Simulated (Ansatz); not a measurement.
# NaBr (triplet): the correlation ladder, 6-31G

An exercise on one series of results from a longer session: the logs are not shown, and one member is left open.

Program: Ansatz 0.2.0, Gaussian basis. Level of theory: 6-31G, core rule «outside noble gas», up to 19 orbitals frozen. These are calculated values, not measurements.

Plan: UHF; CCSD(T) on ROHF; CCSD(T) on UHF; BCCD(T) on ROHF; CISD; CCSDT(Q) on ROHF; CCSDT(Q) on UHF; CISDTQ.

16 further runs of the same task are left out: 7 for a known fault of the program, 4 that didn't finish, 5 set aside as unsound or not needed.

### The system

The geometry is a PBE0/def2-TZVP stationary point (not a proven minimum) of the parent state, kept for this charge and spin. No spin-orbit coupling is included. The filled d shell of Br may be among the frozen orbitals whatever the setting's name suggests; the logs give the count.

2 atoms, charge 0, spin multiplicity 3.

Atoms are counted from 1 here; the program's logs count them from 0.

Bond lengths: Br1–Na2 2.507 Å.

Coordinates:

```xyz
2
BrNa
Br    0.0000    0.0000    0.0000
Na    0.0000    0.0000    2.5068
```

The first run:

File in.yaml:

```yaml
crystal:
  periodic: [false, false, false]
  atoms:
    - {symbol: Br, position_ang: [0.000000, 0.000000, 0.000000]}
    - {symbol: Na, position_ang: [0.000000, 0.000000, 2.506800]}
basis:
  gaussian: {orbitals: 6-31G}
magnetization: {spin_polarized: true, initial_magnetization: 2}
hamiltonian: {xc: hf}
output: {orbitals: {seedname: orbitals}}
```

On the command line:

```bash
$ ansatz run in.yaml --threads 1 --pin off --events-out ev --progress --plain --max-ram 2393MiB
```

Steps of the session up to this table: UHF; CCSD(T) on ROHF; CCSD(T) on UHF; BCCD(T) on ROHF; CISD; CCSDT(Q) on ROHF; CCSDT(Q) on UHF; CISDTQ.

One of the session's tables, all rows but one given; the rest of the session is left out.

It belongs to the step «Misses and costs». 

| method | from UCCSDT(Q) (meV) |
| --- | --- |
| ROHF | +904.9 |
| UHF | +891.5 |
| RMP2 | +166.1 |
| UMP2 | +163.9 |
| CISD | +24.2 |
| RCCSD | +14.5 |
| UCCSD | +13.5 |
| RCCSD(T) | +3.1 |
| UCCSD(T) | +2.1 |
| BCCD(T) | +3.3 |
| RCCSDT | +0.5 |
| UCCSDT | ? |
| CISDTQ | +1.6 |
| RCCSDT(Q) | +1.0 |
| UCCSDT(Q) | 0 |

Q: Estimate the row for UCCSDT from the others.

**Answer.** from UCCSDT(Q) (meV): -0.5. In the column «from UCCSDT(Q) (meV)» it is the lowest.

To keep in mind: Restricted and unrestricted rows rest on different reference determinants; where their highest levels disagree by more than a few hundredths of an eV, they describe different states and don't form one ladder.
